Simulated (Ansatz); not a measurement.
# TiO: further runs on the relaxed cell

An exercise on one series of results from a longer session: the logs are not shown, and one member is left open.

Program: Ansatz 0.2.0. Level of theory: DFT PBEsol, scalar-relativistic, plane waves, PAW. These are calculated values, not measurements.

1 further run of the same task is left out (set aside as unsound or not needed).

### The structure to begin with

Symmetry: P-62m, No. 189, hexagonal system. Conventional cell: a = 4.958 Å, b = 4.958 Å, c = 2.836 Å, α = 90.00°, β = 90.00°, γ = 120.00°. Ti (site symmetry -6) is surrounded by 6 O at 2.08 Å. Ti (site symmetry -62m) is surrounded by 3 O at 1.96 Å. O (site symmetry m2m) has 5 Ti at 1.96 to 2.08 Å as nearest neighbours.

As a file:

```xyz
6
Lattice="4.9584 0.0000 0.0000 -2.4792 4.2941 0.0000 0.0000 0.0000 2.8360" Properties=species:S:1:pos:R:3 pbc="T T T"
Ti    2.4792    1.4314    1.4180
Ti    0.0000    2.8628    1.4180
Ti    0.0000    0.0000    0.0000
O     1.5007    2.5992    0.0000
O     1.9571    0.0000    0.0000
O    -0.9786    1.6949    0.0000
```

It goes back to an entry of the Materials Project, which need not be the stable form.

This cell was relaxed beforehand with the same method: volume 10.06 Å³/atom, gap on the mesh none (metal).

Set-up of the first run:

The input, input.yaml:

```yaml
crystal:
  lattice:
    - [4.9083512962, 0.0, 0.0]
    - [-2.4541756481, 4.2507569133, 0.0]
    - [0.0, 0.0, 2.8073195511]
  atoms:
    - { symbol: Ti, position: [0.6666666667, 0.3333333333, 0.5] }
    - { symbol: Ti, position: [0.3333333333, 0.6666666667, 0.5] }
    - { symbol: Ti, position: [0.0, 0.0, 0.0] }
    - { symbol: O, position: [0.6052948632, 0.6052948632, 0.0] }
    - { symbol: O, position: [0.3947051368, 0.0, 0.0] }
    - { symbol: O, position: [0.0, 0.3947051368, 0.0] }
basis:
  ecutwfc: 420
kpoints:
  mp_grid: { grid: [12, 12, 12] }
hamiltonian:
  xc: pbesol
scf:
  occupations: { method: gaussian, width: 0.1 }
output:
  forces: true
  stress: true
  eigenvalues: true
relax:
  adjacent_minimum: "off"
  f_tol: 0.01
  max_steps: 30
  cell: { stress_tol: 0.1, fix: [volume] }
```

The run is started by

```
$ ansatz run input.yaml --threads 1 --pin off --max-ram 2560MiB --backend cpu --events-out ev --progress --plain --runs-dir out
```

Steps of the session up to this table: Volume × 0.97; Point at V/V0 = 1.03; The cell scaled to 0.94 of its volume; Volume × 1.06; Point at V/V0 = 0.91; Point at V/V0 = 1.10; Point at V/V0 = 0.88.

One of the session's tables, all rows but one given; the rest of the session is left out.

It belongs to the step «Equation of state». 

```
volume (Å³/atom)  energy above the lowest point (meV/atom)  pressure (GPa)
           8.856                                     134.4           39.96
           9.158                                      71.2           27.43
           9.460                                      29.9           16.77
           9.762                                       7.0            7.71
          10.064                                       0.0            0.00
          10.366                                       6.4           -6.56
          10.668                                         ?               ?
          11.070                                      62.7          -18.28
```

**Question.** Estimate the row for volume (Å³/atom) = 10.668.

Worked estimate for «energy above the lowest point (meV/atom)». A straight line through the neighbours (10.366, 6.4) and (11.070, 62.7) gives 6.4 + (62.7 − 6.4) × (10.668 − 10.366) / (11.070 − 10.366) = 30.6; a parabola fitted to 3 rows on both sides gives 23.5.

As computed: energy above the lowest point (meV/atom): 24.2; pressure (GPa): -12.14. In «energy above the lowest point (meV/atom)» the line misses by +6.4 and the parabola by -0.7.

Limits of these values: The final runs have no spin polarisation, so no magnetic state was tried and one may lie lower.
